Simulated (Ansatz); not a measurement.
I need a convergence test of the k-point mesh of TcMo, space group Cmmm. Use the Python package of Ansatz (0.2.0). Settings (first run): r2SCAN, PAW, cutoff 653 eV, 3×3×2 k-points, Fermi-Dirac smearing of 0.1 eV. The script varies mesh: (3, 3, 2), (4, 4, 3), (5, 5, 3), (7, 7, 4), (9, 9, 5), (11, 11, 6).

```xyz
2
Lattice="1.5491 -2.2404 0.0000 1.5491 2.2404 0.0000 0.0000 0.0000 4.4225" Properties=species:S:1:pos:R:3 pbc="T T T"
Tc    1.5491    0.0000    2.2112
Mo    0.0000    0.0000    0.0000
```

`run_kconv.py`:
```python
'''k-point test for TcMo.'''

import warnings

import ansatz as az


def main() -> None:
    warnings.simplefilter('ignore', az.DeckWarning)

    system = (
        az.Lattice.of([1.549051, -2.240362, 0.0], [1.549051, 2.240362, 0.0], [0.0, 0.0, 4.422491])
        .atom('Tc', [0.5, 0.5, 0.5])
        .atom('Mo', [0.0, 0.0, 0.0])
    )

    setup = (
        system.calculation()
        .occupations('fermi_dirac')  # smearing steadies the SCF of a metal
        .functional('r2scan')
        .basis(48 * az.Ry)
        .forces()  # minus the gradient of the free energy
        .stress()
    )

    rows = []
    for value in [(3, 3, 2), (4, 4, 3), (5, 5, 3), (7, 7, 4), (9, 9, 5), (11, 11, 6)]:
        r = setup.kpoints(mesh=value).run().report
        rows.append((value, r['free_energy_ev'] / len(r['lattice']['sites']), r['n_iterations'], sum(r['stress_gpa'][i][i] for i in range(3)) / 3, max(abs(f) for row in r['forces_ev_ang'] for f in row), r['n_kpoints']))

    print('        mesh   F/atom (eV)    iterations       P (GPa)  max component (eV/A)      k-points')
    for row in rows:
        print(f'{str(row[0]):>12s}  {row[1]:12.5f}  {row[2]:12d}  {row[3]:12.3f}  {row[4]:20.4f}  {row[5]:12d}')

    # differences from the last row
    for row in rows[:-1]:
        shift = 1000 * (row[1] - rows[-1][1])
        print(f'{row[0]}: {shift:+.2f} meV/atom' + ('  (within 1 meV)' if abs(shift) < 1 else ''))


if __name__ == '__main__':
    main()
```

`python run_kconv.py` gives:
```text
        mesh   F/atom (eV)    iterations       P (GPa)  max component (eV/A)      k-points
   (3, 3, 2)   -5188.17631            13         0.210                0.0000             8
   (4, 4, 3)   -5188.45609             9        -5.216                0.0000            14
   (5, 5, 3)   -5188.54389             9        -6.101                0.0000            18
   (7, 7, 4)   -5188.51737            10        -6.430                0.0000            48
   (9, 9, 5)   -5188.52377            10        -6.540                0.0000            75
 (11, 11, 6)   -5188.52494            10        -6.293                0.0000           144
(3, 3, 2): +348.63 meV/atom
(4, 4, 3): +68.85 meV/atom
(5, 5, 3): -18.96 meV/atom
(7, 7, 4): +7.57 meV/atom
(9, 9, 5): +1.17 meV/atom
```

Caveats:
- Forces vanish by symmetry here and test nothing.
- Pressure is positive in compression.
- The structure comes from a database of computed cells and needn't be a stable or known phase.
- Shifts are counted from the finest mesh, which is itself no proven limit.
- Finished in 52 s on 1 thread of Arm Neoverse V1, with other jobs on the host, peak memory 0.57 GiB.
